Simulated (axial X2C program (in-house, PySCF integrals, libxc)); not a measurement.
# Linear GaNC at several levels

The task here is to estimate one member of a computed series from the others.

The runs use an in-house X2C program for linear molecules on PySCF integrals; all-electron X2C, two-component (2c) or spin-free, Ga dyall-v3z, N dyall-av3z, C dyall-v3z.

All values are calculated.

1 further run of the same task is left out (set aside as unsound or not needed).

The first run:

File task.json:

```json
{"zs": [31, 7, 6], "q": 0, "bas": ["dyall-v3z", "dyall-av3z", "dyall-v3z"], "r0": [1.9, 1.17], "symm": 0, "scan": ["PBE0", "HF", "PBE"], "levels": ["PBE0", "HF", "PBE"], "nst": 2}
```

Keys: zs atomic numbers; q charge; bas basis sets; r0 starting distance in Å; symm equal bonds; scan levels of the two-bond scan (MP2 follows by itself at each HF point); levels methods; nst determinants followed.

On the command line:

```console
> python solin.py task.json out
```

Masses Ga 68.926, N 14.003, C 12.000 u.

Among the steps run: Scan at PBE0, 2c; Scan at HF, 2c; Scan at PBE, 2c.

One of the session's tables, all rows but one given; the rest of the session is left out.

```
          level  r(Ga–N) (Å)  r(N–C) (Å)  lower stretch (cm⁻¹)  upper stretch (cm⁻¹)
       PBE0, 2c        1.948       1.175                 414.3                2131.3
         HF, 2c        1.938       1.157                 429.5                2275.8
        PBE, 2c        1.972       1.188                 395.0                2039.3
        MP2, 2c            ?           ?                     ?                     ?
PBE0, spin-free        1.948       1.175                 414.5                2131.2
  HF, spin-free        1.938       1.157                 429.7                2275.7
 PBE, spin-free        1.972       1.188                 395.3                2039.2
 MP2, spin-free        1.950       1.190                 412.7                2032.6
```

Estimate the missing values for MP2, 2c.

**Answer.** r(Ga–N) (Å): 1.950; r(N–C) (Å): 1.190; lower stretch (cm⁻¹): 412.5; upper stretch (cm⁻¹): 2032.8.

Scans not shown above were run alike.

MP2 freezes inner shells (threshold -2 hartree). The molecule was held linear; bending was not examined, so a bent shape may lie lower.
